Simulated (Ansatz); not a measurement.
# CH5OSn radical: basis-set convergence

An exercise on one series of results from a longer session: the logs are not shown, and one member is left open.

The runs use Ansatz 0.2.0, Gaussian basis; one geometry, several basis sets.

Levels to be run: PBE0-D4/def2-SVP; ωB97M-V/def2-SVP; PBE0-D4/def2-QZVPP; ωB97M-V/def2-QZVPP; the functionals' def2-TZVPP values are taken from earlier runs.

**The relaxed structure**

The geometry comes from an earlier relaxation with PBE0-D4 in a triple-zeta def2 set; it is a stationary point, not always the lowest conformer. Sn takes the def2 core potential; no spin-orbit term is included.

SMILES `[CH3][SnH][OH]`, 8 atoms, charge 0, spin multiplicity 2.

Atoms are counted from 1 here; the program's logs count them from 0.

Bond lengths: C1–Sn2 2.165 Å, C1–H4 1.090 Å, C1–H5 1.089 Å, C1–H6 1.092 Å, Sn2–O3 1.983 Å, Sn2–H7 1.730 Å, O3–H8 0.960 Å. Angles: Sn2–C1–H4 109.8°, Sn2–C1–H5 110.4°, Sn2–C1–H6 107.6°, H4–C1–H5 109.5°, H4–C1–H6 109.8°, H5–C1–H6 109.8°, C1–Sn2–O3 106.4°, C1–Sn2–H7 111.5°, O3–Sn2–H7 100.9°, Sn2–O3–H8 113.4°.

Set-up of the first run:

Contents of in.yaml:

```yaml
crystal:
  periodic: [false, false, false]
  atoms:
    - {symbol: C, position_ang: [-0.791684, 0.904908, -0.093624]}
    - {symbol: Sn, position_ang: [1.146441, -0.010185, 0.209257]}
    - {symbol: O, position_ang: [0.818818, -1.953689, 0.423264]}
    - {symbol: H, position_ang: [-0.666382, 1.947956, -0.384592]}
    - {symbol: H, position_ang: [-1.383395, 0.851420, 0.819297]}
    - {symbol: H, position_ang: [-1.294179, 0.356022, -0.892285]}
    - {symbol: H, position_ang: [2.088291, 0.004769, -1.241741]}
    - {symbol: H, position_ang: [0.174291, -2.158298, 1.104623]}
basis:
  gaussian: {orbitals: def2-SVP}
magnetization: {spin_polarized: true, initial_magnetization: 1}
hamiltonian: {xc: pbe0, dispersion: d4}
output: {orbitals: {seedname: orbitals}}
```

Launch:

```
$ ansatz run in.yaml --threads 4 --pin off --events-out ev --progress --plain --max-ram 10444MiB
```

Among the steps run: PBE0-D4 in def2-SVP; ωB97M-V in def2-SVP; PBE0-D4 in def2-QZVPP; ωB97M-V in def2-QZVPP.

One of the session's tables, all rows but one given; the rest of the session is left out.

It belongs to the step «Density functionals: the series». 

```
functional       basis  HOMO (eV)  LUMO (eV)
   PBE0-D4    def2-SVP      -5.71      -2.79
   PBE0-D4  def2-TZVPP      -5.85      -2.91
   PBE0-D4  def2-QZVPP      -5.88      -2.94
   ωB97M-V    def2-SVP      -7.72      -1.01
   ωB97M-V  def2-TZVPP          ?          ?
   ωB97M-V  def2-QZVPP      -7.90      -1.27
```

Estimate the missing values for ωB97M-V, def2-TZVPP.

As computed: HOMO (eV): -7.88; LUMO (eV): -1.20. In the column «HOMO (eV)» it lies between ωB97M-V, def2-QZVPP (-7.90) and ωB97M-V, def2-SVP (-7.72).
